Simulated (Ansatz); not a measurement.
# YTiTe3: the cost of one run

Method: DFT PBE, scalar-relativistic, plane waves, PAW, in Ansatz 0.2.0.

1 further run of the same task is left out (it didn't finish).

### 1 Starting point

The structure is hexagonal, space group P6/mmm (No. 191). Conventional cell: a = 6.101 Å, b = 6.101 Å, c = 5.344 Å, α = 90.00°, β = 90.00°, γ = 120.00°. Y (site symmetry 6/mmm) has 2 Ti at 2.67 Å as nearest neighbours. Around Ti (site symmetry 6/mmm) lie 2 Y at 2.67 Å and 6 Te at 3.05 Å. Te (site symmetry mmm) is surrounded by 4 Te at 3.05 Å and 2 Ti at 3.05 Å.

Structure file:

```cif
data_structure
_symmetry_space_group_name_H-M 'P 1'
_symmetry_Int_Tables_number 1
_cell_length_a 6.1012
_cell_length_b 6.1012
_cell_length_c 5.3443
_cell_angle_alpha 90.000
_cell_angle_beta 90.000
_cell_angle_gamma 120.000
_cell_volume 172.28
loop_
_atom_site_label
_atom_site_type_symbol
_atom_site_fract_x
_atom_site_fract_y
_atom_site_fract_z
_atom_site_occupancy
Y1 Y 0.00000 0.00000 0.50000 1
Ti1 Ti 0.00000 0.00000 0.00000 1
Te1 Te 0.50000 0.00000 0.00000 1
Te2 Te 0.00000 0.50000 0.00000 1
Te3 Te 0.50000 0.50000 0.00000 1
```

The cell is invented: random cell by space group and Wyckoff sites (P6/mmm, No. 191). Its size is a rough estimate.

### 2 The guess as it stands, on a coarse mesh

The input, input.yaml:

```yaml
crystal:
  lattice:
    - [6.10115493, 0.0, 0.0]
    - [-3.05057747, 5.28375516, 0.0]
    - [0.0, 0.0, 5.34427172]
  atoms:
    - { symbol: "Y", position: [0.0, 0.0, 0.5] }
    - { symbol: Ti, position: [0.0, 0.0, 0.0] }
    - { symbol: Te, position: [0.5, 0.0, 0.0] }
    - { symbol: Te, position: [0.0, 0.5, 0.0] }
    - { symbol: Te, position: [0.5, 0.5, 0.0] }
basis:
  ecutwfc: 420
kpoints:
  mp_grid: { grid: [3, 3, 4] }
hamiltonian:
  xc: pbe
scf:
  occupations: { method: gaussian, width: 0.1 }
  lower_state_search: "off"
output:
  forces: true
  stress: true
  eigenvalues: true
```

On the command line:

```bash
$ ansatz run input.yaml --threads 1 --pin off --max-ram 2048MiB --backend cpu --events-out ev --progress --plain --runs-dir out
```

Q: Estimate wall time and peak memory on 1 thread of Arm Neoverse V2, shared host.

About 3.7 s, with a peak of 0.44 GiB.
